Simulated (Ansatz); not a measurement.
# CH4BClOS: two geometries relaxed

Method: RKS BLYP-D4/STO-3G, in Ansatz 0.2.0.

## Step 1: The starting structure

Bond lengths: S1–C2 1.756 Å, C2–O3 1.406 Å, O3–B4 1.577 Å, B4–Cl5 1.785 Å, S1–H6 1.398 Å, C2–H7 1.131 Å, C2–H8 1.100 Å, B4–H9 1.145 Å. Angles: S1–C2–O3 107.7°, S1–C2–H7 109.6°, S1–C2–H8 108.8°, O3–C2–H7 111.1°, O3–C2–H8 110.7°, H7–C2–H8 108.9°, C2–S1–H6 95.4°, C2–O3–B4 107.7°, O3–B4–Cl5 119.5°, O3–B4–H9 116.6°, Cl5–B4–H9 123.9°.

As a file:

```xyz
9

S    -2.3093    0.1706   -0.0596
C    -0.5891   -0.0552    0.2133
O     0.0667    0.1387   -1.0151
B     1.6109   -0.0707   -0.7735
Cl    2.6342    1.3332   -0.3644
H    -2.6818   -0.0282    1.2727
H    -0.2274    0.6838    0.9898
H    -0.4201   -1.0764    0.5869
H     2.0043   -1.1422   -0.8673
```

## Step 2: End point A

The input, input.yaml:

```yaml
crystal:
  periodic: [false, false, false]
  atoms:
    - { symbol: S, position_ang: [-2.3093, 0.1706, -0.0596] }
    - { symbol: C, position_ang: [-0.5891, -0.0552, 0.2133] }
    - { symbol: O, position_ang: [0.0667, 0.1387, -1.0151] }
    - { symbol: B, position_ang: [1.6109, -0.0707, -0.7735] }
    - { symbol: Cl, position_ang: [2.6342, 1.3332, -0.3644] }
    - { symbol: H, position_ang: [-2.6818, -0.0282, 1.2727] }
    - { symbol: H, position_ang: [-0.2274, 0.6838, 0.9898] }
    - { symbol: H, position_ang: [-0.4201, -1.0764, 0.5869] }
    - { symbol: H, position_ang: [2.0043, -1.1422, -0.8673] }
basis:
  gaussian: { orbitals: STO-3G }
hamiltonian:
  xc: blyp
  dispersion: d4
relax:
  f_tol: 0.015
  max_steps: 40
```

Started as:

```
$ ansatz run input.yaml --threads 1 --pin off --max-ram 2048MiB --backend cpu --events-out ev --progress --plain --runs-dir out
```

What time and memory should one allow on 1 thread of Arm Neoverse V2, shared host?

About 58 s, with a peak of 0.16 GiB.
